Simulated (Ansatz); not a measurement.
# Be16H: the cost of one run

Program: Ansatz 0.2.0. Level of theory: DFT PBE, plane waves, PAW, scalar-relativistic, no spin polarisation. These are calculated values, not measurements.

## (1) The structure to begin with

The cell holds 17 atoms (Be16H): a = 4.580 Å, b = 3.966 Å, c = 7.177 Å, α = 90.00°, β = 90.00°, γ = 90.00°.

Its coordinates follow in the input file.

## (2) End point A

Contents of input.yaml:

```yaml
crystal:
  lattice:
    - [-2.29, -3.966396, 0.0]
    - [3.435, -1.983198, 0.0]
    - [0.0, 0.0, 7.17686]
  atoms:
    - { symbol: Be, position: [0.75, 0.5, 0.0] }
    - { symbol: Be, position: [0.5, 0.3333333, 0.25] }
    - { symbol: Be, position: [0.75, 0.5, 0.5] }
    - { symbol: Be, position: [0.5, 0.3333333, 0.75] }
    - { symbol: Be, position: [0.5, 0.0, 0.0] }
    - { symbol: Be, position: [0.25, 0.8333333, 0.25] }
    - { symbol: Be, position: [0.5, 0.0, 0.5] }
    - { symbol: Be, position: [0.25, 0.8333333, 0.75] }
    - { symbol: Be, position: [0.25, 0.5, 0.0] }
    - { symbol: Be, position: [0.0, 0.3333333, 0.25] }
    - { symbol: Be, position: [0.25, 0.5, 0.5] }
    - { symbol: Be, position: [0.0, 0.3333333, 0.75] }
    - { symbol: Be, position: [0.0, 0.0, 0.0] }
    - { symbol: Be, position: [0.75, 0.8333333, 0.25] }
    - { symbol: Be, position: [0.0, 0.0, 0.5] }
    - { symbol: Be, position: [0.75, 0.8333333, 0.75] }
    - { symbol: H, position: [0.75454, 0.4920815, 0.3117062] }
basis:
  ecutwfc: 420.0
kpoints:
  mp_grid: { grid: [4, 4, 3] }
hamiltonian:
  xc: pbe
scf:
  occupations: { method: fermi_dirac, width: 0.15 }
  lower_state_search: "off"
relax:
  f_tol: 0.03
  max_steps: 60
  adjacent_minimum: "off"
output:
  write_density: true
  write_potential: true
  elf: true
  volumetric_format: npy
```

Run with:

```
$ ansatz run input.yaml --threads 1 --pin off --max-ram 3072MiB --backend cpu --events-out ev --progress --plain --runs-dir out
```

**Question.** How long does this run take on 1 thread of AMD EPYC 7R13 (Zen 3), shared host, and how much memory does it need?

About 37 s, with a peak of 0.44 GiB.
